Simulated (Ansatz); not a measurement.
# Ge52Sn12: the cost of one run

Method: density functional theory in Ansatz 0.2.0, PAW datasets, plane waves.

### Step 1. The starting cell

64 atoms (52 Ge, 12 Sn); a = 11.679 Å, b = 11.679 Å, c = 11.679 Å, α = 90.00°, β = 90.00°, γ = 90.00°. All atoms were shaken off their sites by about 0.02 Å along each axis.

Steps to follow: (2) PBEsol cell relaxation at the single k point (¼, ¼, ¼), on 1 × NVIDIA GB300 Max-Q with 8 threads of Arm Neoverse-V2.

### Step 2. Relaxing cell and atoms with PBEsol

in.yaml reads:

```yaml
crystal:
  lattice:
    - [11.679470, 0.000000, 0.000000]
    - [0.000000, 11.679470, 0.000000]
    - [0.000000, 0.000000, 11.679470]
  atoms:
    - { symbol: Ge, position: [0.000499, 0.999611, 0.002676] }
    - { symbol: Ge, position: [0.000050, 0.501046, 0.000334] }
    - { symbol: Ge, position: [0.002278, 0.496388, 0.500814] }
    - { symbol: Ge, position: [0.499324, 0.001021, 0.998674] }
    - { symbol: Ge, position: [0.498905, 0.999962, 0.502685] }
    - { symbol: Ge, position: [0.504865, 0.499641, 0.998626] }
    - { symbol: Ge, position: [0.498797, 0.501084, 0.499304] }
    - { symbol: Ge, position: [0.126834, 0.126063, 0.627184] }
    - { symbol: Ge, position: [0.130526, 0.619997, 0.124612] }
    - { symbol: Ge, position: [0.624862, 0.125080, 0.124359] }
    - { symbol: Ge, position: [0.626400, 0.126672, 0.625214] }
    - { symbol: Ge, position: [0.627742, 0.623868, 0.125413] }
    - { symbol: Ge, position: [0.250426, 0.250124, 0.999863] }
    - { symbol: Ge, position: [0.251037, 0.249708, 0.498740] }
    - { symbol: Ge, position: [0.250937, 0.745753, 0.998683] }
    - { symbol: Ge, position: [0.247438, 0.751653, 0.496893] }
    - { symbol: Ge, position: [0.750777, 0.247470, 0.002789] }
    - { symbol: Ge, position: [0.750520, 0.248150, 0.500712] }
    - { symbol: Ge, position: [0.750503, 0.750863, 0.999090] }
    - { symbol: Ge, position: [0.748191, 0.750703, 0.499946] }
    - { symbol: Ge, position: [0.376929, 0.372984, 0.121726] }
    - { symbol: Ge, position: [0.873780, 0.374961, 0.124061] }
    - { symbol: Ge, position: [0.875180, 0.875153, 0.124838] }
    - { symbol: Ge, position: [0.877798, 0.877199, 0.625393] }
    - { symbol: Ge, position: [0.249316, 0.000670, 0.250234] }
    - { symbol: Ge, position: [0.247878, 0.999923, 0.750592] }
    - { symbol: Ge, position: [0.252628, 0.498745, 0.250567] }
    - { symbol: Ge, position: [0.251775, 0.501745, 0.750481] }
    - { symbol: Ge, position: [0.750487, 0.999115, 0.248712] }
    - { symbol: Ge, position: [0.746648, 0.000173, 0.753386] }
    - { symbol: Ge, position: [0.750425, 0.500739, 0.250514] }
    - { symbol: Ge, position: [0.753057, 0.498618, 0.748208] }
    - { symbol: Ge, position: [0.374242, 0.124965, 0.874532] }
    - { symbol: Ge, position: [0.374802, 0.623099, 0.876906] }
    - { symbol: Ge, position: [0.873020, 0.129244, 0.374426] }
    - { symbol: Ge, position: [0.874567, 0.126054, 0.875094] }
    - { symbol: Ge, position: [0.875314, 0.624446, 0.372662] }
    - { symbol: Ge, position: [0.871792, 0.624669, 0.874824] }
    - { symbol: Ge, position: [0.996452, 0.252138, 0.250409] }
    - { symbol: Ge, position: [0.000777, 0.250134, 0.748442] }
    - { symbol: Ge, position: [0.999750, 0.751634, 0.751516] }
    - { symbol: Ge, position: [0.501688, 0.250556, 0.250872] }
    - { symbol: Ge, position: [0.499299, 0.252154, 0.750313] }
    - { symbol: Ge, position: [0.499243, 0.751774, 0.249409] }
    - { symbol: Ge, position: [0.496637, 0.752266, 0.747983] }
    - { symbol: Ge, position: [0.122661, 0.375477, 0.373859] }
    - { symbol: Ge, position: [0.127044, 0.374851, 0.873411] }
    - { symbol: Ge, position: [0.124498, 0.876123, 0.373710] }
    - { symbol: Ge, position: [0.625850, 0.374769, 0.374696] }
    - { symbol: Ge, position: [0.623373, 0.375692, 0.874406] }
    - { symbol: Ge, position: [0.630006, 0.876310, 0.375152] }
    - { symbol: Ge, position: [0.624059, 0.874204, 0.876907] }
    - { symbol: Sn, position: [0.997761, 0.004559, 0.500155] }
    - { symbol: Sn, position: [0.124557, 0.121668, 0.123842] }
    - { symbol: Sn, position: [0.125767, 0.625406, 0.623449] }
    - { symbol: Sn, position: [0.625054, 0.624195, 0.626074] }
    - { symbol: Sn, position: [0.372559, 0.373749, 0.624933] }
    - { symbol: Sn, position: [0.374054, 0.873307, 0.127241] }
    - { symbol: Sn, position: [0.371552, 0.872998, 0.622938] }
    - { symbol: Sn, position: [0.872989, 0.368613, 0.625887] }
    - { symbol: Sn, position: [0.376812, 0.122878, 0.375496] }
    - { symbol: Sn, position: [0.374855, 0.626231, 0.376200] }
    - { symbol: Sn, position: [0.002257, 0.746677, 0.252876] }
    - { symbol: Sn, position: [0.126774, 0.873870, 0.878248] }
  symmetry: { detect: false }
kpoints:
  mp_grid: { grid: [1, 1, 1], shift: [0.25, 0.25, 0.25] }
hamiltonian:
  xc: pbesol
scf:
  occupations: { method: fermi_dirac, width: 0.01 }
relax:
  f_tol: 0.03
  max_steps: 80
  escape_saddle: false
  adjacent_minimum: "off"
  cell: { fix: [shape] }
output:
  forces: true
  eigenvalues: true
  populations: true
```

Started as:

```bash
> ansatz run in.yaml --threads 8 --pin off --max-ram 118750MiB --runs-dir r --events-out ev --progress --plain --backend cuda --devices 0,
```

Q: Estimate wall time and peak memory on 1 × NVIDIA GB300 Max-Q with 8 threads of Arm Neoverse-V2, shared host.

About 10 s, with a peak of 2.1 GiB on the host.
